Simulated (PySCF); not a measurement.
# [GdOF]−: structure and properties

What shape and bonds does [GdOF]− have? It is relaxed from a template within its point group. It is a constructed species; whether it can be made isn't addressed.

Computed with PySCF 2.14.0. Level: PBE0, Gd lcecp-0-SVP with ECP54, O def2-SVP, F def2-SVP; scalar-relativistic core potentials, no spin–orbit coupling.

1 further run of the same task is left out (for a known fault of the program).

## (1) The starting structure

3 atoms, charge -1, spin multiplicity 1.

Bond lengths: Gd1–O2 1.948 Å, Gd1–F3 2.247 Å. Angles: O2–Gd1–F3 131.8°.

As a file:

```xyz
3
FGdO
Gd    0.0000    0.0000    0.0000
O     1.7781    0.0000    0.7958
F    -2.0508    0.0000    0.9178
```

Formal oxidation states: Gd +2. Each metal's 8 4f electrons lie in its core potential, so multiplicities, spins and levels count the valence alone. For divalent La, Ce, Gd or Lu the extra electron is normally 5d or 6s, so this core forces an excited configuration.

## (2) SCF at the start, singlet

run.py (the lines that set the calculation) reads:

```python
mol = gto.M(atom='''
Gd     0.00000     0.00000     0.00000
O      1.77810     0.00000     0.79580
F     -2.05080     0.00000     0.91780''',
    basis={'Gd': 'lcecp-0-SVP', 'O': 'def2-SVP', 'F': 'def2-SVP'},
    ecp={'Gd': 'lcecp-0-SVP'},
    charge=-1, spin=0)
mf = dft.RKS(mol, xc='PBE0')
mf.grids.atom_grid = (50, 194)  # f atoms: unpruned, at least (60, 302)
mf = mf.density_fit()  # fitting sets: Gd AutoAux, O def2-universal-JKFIT, F def2-universal-JKFIT
mf.conv_tol = 1e-08; mf.max_cycle = 55
mf.kernel(dm0)  # dm0: free metal ions and neutral atoms
```

Started as:

```sh
OMP_NUM_THREADS=2 python run.py
```

What it wrote:

```text
init E= -219.562867911225
cycle= 1 E= -186.295790888181  delta_E= 33.3  |g|= 4.88  |ddm|= 22.6
cycle= 2 E= -179.097744479604  delta_E=  7.2  |g|= 7.07  |ddm|=   25
cycle= 3 E= -201.620610038712  delta_E= -22.5  |g|= 3.76  |ddm|= 9.84
cycle= 4 E= -203.551872039631  delta_E= -1.93  |g|= 2.33  |ddm|= 1.85
cycle= 5 E= -204.018434452034  delta_E= -0.467  |g|= 1.73  |ddm|= 1.22
cycle= 6 E= -204.52246460503  delta_E= -0.504  |g|= 0.931  |ddm|= 1.35
cycle= 7 E= -204.665615073877  delta_E= -0.143  |g|= 0.266  |ddm|= 0.826
cycle= 8 E= -204.68201544257  delta_E= -0.0164  |g|= 0.0171  |ddm|= 0.272
cycle= 9 E= -204.682076621189  delta_E= -6.12e-05  |g|= 0.0097  |ddm|= 0.0297
cycle= 10 E= -204.682095844605  delta_E= -1.92e-05  |g|= 0.00203  |ddm|= 0.0092
cycle= 11 E= -204.682097242447  delta_E= -1.4e-06  |g|= 0.00033  |ddm|= 0.00485
cycle= 12 E= -204.68209741855  delta_E= -1.76e-07  |g|= 7.42e-05  |ddm|= 0.00295
cycle= 13 E= -204.682097446682  delta_E= -2.81e-08  |g|= 2.19e-05  |ddm|= 0.00146
cycle= 14 E= -204.68209744888  delta_E= -2.2e-09  |g|= 4.82e-06  |ddm|= 0.000492
Extra cycle  E= -204.682097448886  delta_E= -5.57e-12  |g|= 9.65e-06  |ddm|= 2.75e-05
converged SCF energy = -204.682097448886
```

Run time: 1.6 s. Hardware: 2 threads of Arm Neoverse V2, shared host; peak memory 0.3 GiB.

Result: E = -204.682097 Eh, frontier levels not given, since the 4f levels lie in the core, Mulliken charge on Gd1 +0.24 e. The highest filled level lies above zero; it isn't the detachment energy.

## (3) Relaxation, singlet

Steps are kept in the start's point group, Cs.

run.py (the lines that set the calculation) reads:

```python
mol = gto.M(atom='''
Gd     0.05454     0.00000    -0.15636
O      1.83264     0.00000     0.63944
F     -1.99626     0.00000     0.76144''',
    basis={'Gd': 'lcecp-0-SVP', 'O': 'def2-SVP', 'F': 'def2-SVP'},
    ecp={'Gd': 'lcecp-0-SVP'},
    charge=-1, spin=0)
mf = dft.RKS(mol, xc='PBE0')
mf.grids.atom_grid = (50, 194)  # f atoms: unpruned, at least (60, 302)
mf = mf.density_fit()  # fitting sets: Gd AutoAux, O def2-universal-JKFIT, F def2-universal-JKFIT
mf.conv_tol = 1e-08; mf.max_cycle = 55
mf.kernel(dm0)  # dm0: an SCF of this state at this start
# quasi-Newton relaxation in Cartesian coordinates to a largest gradient under 0.00045 Eh/bohr, steps kept in the point group
```

Started as:

```sh
OMP_NUM_THREADS=2 python run.py
```

No log is kept here; the results follow.

Wall time 8.6 s (2 threads of Arm Neoverse V2, shared host).

Step by step:

```csv
step,energy from step 1 (eV),largest force component (eV/Å)
1,0.0000,1.8250
2,-0.1010,0.6419
3,-0.1218,0.1890
4,-0.1256,0.1648
5,-0.1287,0.1616
6,-0.1298,0.1061
7,-0.1301,0.0411
8,-0.1302,0.0104
```

Distances of close pairs at the start and the end, largest changes first:

```csv
bond,before (Å),after (Å),change (Å)
Gd1–O2,1.948,2.036,+0.088
Gd1–F3,2.247,2.225,-0.022
```

It ends in Cs at E = -204.686881 Eh.

```
Gd    0.01854    0.00000   -0.29425
O     1.78202    0.00000    0.72267
F    -1.90964    0.00000    0.81609
```

## (4) The relaxed geometry turned into its symmetry frame

run.py (the lines that set the calculation) reads:

```python
mol = gto.M(atom='''
Gd     0.04367     0.00000    -0.19366
O      1.80715     0.00000     0.82326
F     -1.88450     0.00000     0.91668''',
    basis={'Gd': 'lcecp-0-SVP', 'O': 'def2-SVP', 'F': 'def2-SVP'},
    ecp={'Gd': 'lcecp-0-SVP'},
    charge=-1, spin=0)
mf = dft.RKS(mol, xc='PBE0')
mf.grids.atom_grid = (50, 194)  # f atoms: unpruned, at least (60, 302)
mf = mf.density_fit()  # fitting sets: Gd AutoAux, O def2-universal-JKFIT, F def2-universal-JKFIT
mf.conv_tol = 1e-08; mf.max_cycle = 55
mf.kernel(dm0)  # dm0: free metal ions and neutral atoms
```

Started as:

```sh
OMP_NUM_THREADS=2 python run.py
```

What it wrote:

```text
init E= -219.499480672685
cycle= 1 E= -185.345198931897  delta_E= 34.2  |g|= 4.91  |ddm|=   23
cycle= 2 E= -177.895638509901  delta_E= 7.45  |g|= 7.11  |ddm|= 25.4
cycle= 3 E= -201.450307410246  delta_E= -23.6  |g|= 3.82  |ddm|= 9.86
cycle= 4 E= -203.445882606135  delta_E=   -2  |g|= 2.39  |ddm|= 1.77
cycle= 5 E= -203.989758803591  delta_E= -0.544  |g|= 1.75  |ddm|=  1.2
cycle= 6 E= -204.52995615658  delta_E= -0.54  |g|= 0.917  |ddm|= 1.46
cycle= 7 E= -204.661279787152  delta_E= -0.131  |g|= 0.327  |ddm|= 0.877
cycle= 8 E= -204.686675515852  delta_E= -0.0254  |g|= 0.023  |ddm|= 0.336
cycle= 9 E= -204.68682899894  delta_E= -0.000153  |g|= 0.0126  |ddm|= 0.0543
cycle= 10 E= -204.68686928755  delta_E= -4.03e-05  |g|= 0.00455  |ddm|= 0.0211
cycle= 11 E= -204.686879576191  delta_E= -1.03e-05  |g|= 0.00071  |ddm|= 0.0178
cycle= 12 E= -204.686880651241  delta_E= -1.08e-06  |g|= 0.000218  |ddm|= 0.00791
cycle= 13 E= -204.686880776976  delta_E= -1.26e-07  |g|= 4.39e-05  |ddm|= 0.00327
cycle= 14 E= -204.686880779755  delta_E= -2.78e-09  |g|= 1.88e-05  |ddm|= 0.00046
Extra cycle  E= -204.686880778914  delta_E= 8.41e-10  |g|= 6.51e-05  |ddm|= 7.84e-05
converged SCF energy = -204.686880778914
```

It took 0.6 s on 2 threads of Arm Neoverse V2, shared host.

It gives: E = -204.686881 Eh, frontier levels not given, since the 4f levels lie in the core, Mulliken charge on Gd1 +0.26 e. The gap is small, and the closed shell wasn't tested for a lower spin-broken solution. The highest filled level lies above zero; it isn't the detachment energy.

## (5) Harmonic vibrations

Edit run.py (the lines that set the calculation) of step 4 so:

```diff
@@ -10,3 +10,4 @@
 mf = mf.density_fit()  # fitting sets: Gd AutoAux, O def2-universal-JKFIT, F def2-universal-JKFIT
-mf.conv_tol = 1e-08; mf.max_cycle = 55
-mf.kernel(dm0)  # dm0: free metal ions and neutral atoms
+mf.conv_tol = 1e-10; mf.max_cycle = 55
+mf.kernel(dm0)  # dm0: the density of the relaxed state
+# Hessian and dipole derivatives by central differences of gradients, 0.02 bohr
```

Started as:

```sh
OMP_NUM_THREADS=2 python run.py
```

No log is kept here; the results follow.

Wall time 13 s (2 threads of Arm Neoverse V2, shared host).

Point group Cs; negative numbers are unstable modes, and those under 60 cm⁻¹ are near the numerical noise:

```csv
cm⁻¹,km/mol,symmetry
118,30.4,a'
402,101.3,a'
581,94.9,a'
```

## (6) Properties on a finer grid

run.py (the lines that set the calculation) reads:

```python
mol = gto.M(atom='''
Gd     0.01854     0.00000    -0.29425
O      1.78202     0.00000     0.72267
F     -1.90964     0.00000     0.81609''',
    basis={'Gd': 'lcecp-0-SVP', 'O': 'def2-SVP', 'F': 'def2-SVP'},
    ecp={'Gd': 'lcecp-0-SVP'},
    charge=-1, spin=0)
mf = dft.RKS(mol, xc='PBE0')
mf.grids.atom_grid = (75, 302)  # f atoms: unpruned, at least (60, 302)
mf = mf.density_fit()  # fitting sets: Gd AutoAux, O def2-universal-JKFIT, F def2-universal-JKFIT
mf.conv_tol = 1e-09; mf.max_cycle = 55
mf.kernel(dm0)  # dm0: the density of the relaxed state
```

Started as:

```sh
OMP_NUM_THREADS=2 python run.py
```

What it wrote:

```text
init E= -204.686878550254
cycle= 1 E= -204.686878540435  delta_E= 9.82e-09  |g|= 0.00022  |ddm|= 0.000245
cycle= 2 E= -204.686878410149  delta_E= 1.3e-07  |g|= 0.000784  |ddm|= 0.000864
cycle= 3 E= -204.686878550826  delta_E= -1.41e-07  |g|= 5.52e-05  |ddm|= 0.000688
cycle= 4 E= -204.686878551377  delta_E= -5.52e-10  |g|= 1.51e-06  |ddm|= 4.14e-05
Extra cycle  E= -204.686878551374  delta_E= 3.69e-12  |g|= 4.84e-06  |ddm|= 7.83e-06
converged SCF energy = -204.686878551374
```

Wall time 2.9 s (2 threads of Arm Neoverse V2, shared host).

Read off: E = -204.686879 Eh, frontier levels not given, since the 4f levels lie in the core, Mulliken charge on Gd1 +0.26 e, largest force component 0.010 eV/Å. The gap is small, and the closed shell wasn't tested for a lower spin-broken solution. The highest filled level lies above zero; it isn't the detachment energy.

Löwdin charges:

```csv
atom,value (e)
Gd1,0.13
O2,-0.63
F3,-0.50
```

Mulliken charges: Gd1 +0.26, O2 -0.67, F3 -0.59 e.

Contacts (the nearest donor of each ligand) and Mayer bond orders:

```csv
contact,distance (Å),bond order
Gd1–O2 (O),2.036,2.10
Gd1–F3 (F),2.225,0.75
```

Mulliken populations of Gd1 outside the core potential: s 2.16, p 6.30, d 1.24, f 0.04.

## (7) Summary of results

```
                                              quantity                                                           value
                                 state and point group                                      singlet in the valence, Cs
                                                 modes                                  118 to 581 cm⁻¹, none unstable
strongest infrared band (modes within 1.5 cm⁻¹ summed)                                           402 cm⁻¹ (101 km/mol)
                                     zero-point energy                                                        0.068 eV
                               ideal gas, 298 K, 1 bar                                  S = 313.5, Cp = 52.0 J/(mol K)
                                 metal–ligand contacts                                                  2.04 to 2.23 Å
                                       frontier levels  frontier levels not given, since the 4f levels lie in the core
                       dipole about the centre of mass                                                          8.07 D
                                   mean polarisability                                                         10.3 Å³
```

What this shows: All modes are real, so the structure is a minimum. The metal carries +0.13 e by Löwdin's partition against a formal +2, and bond orders to the nearest donors reach 2.10. Both measures hang on the basis. One start shape was tried, so another isomer may lie lower. The bases are small and lack diffuse functions. Spin–orbit coupling is left out.
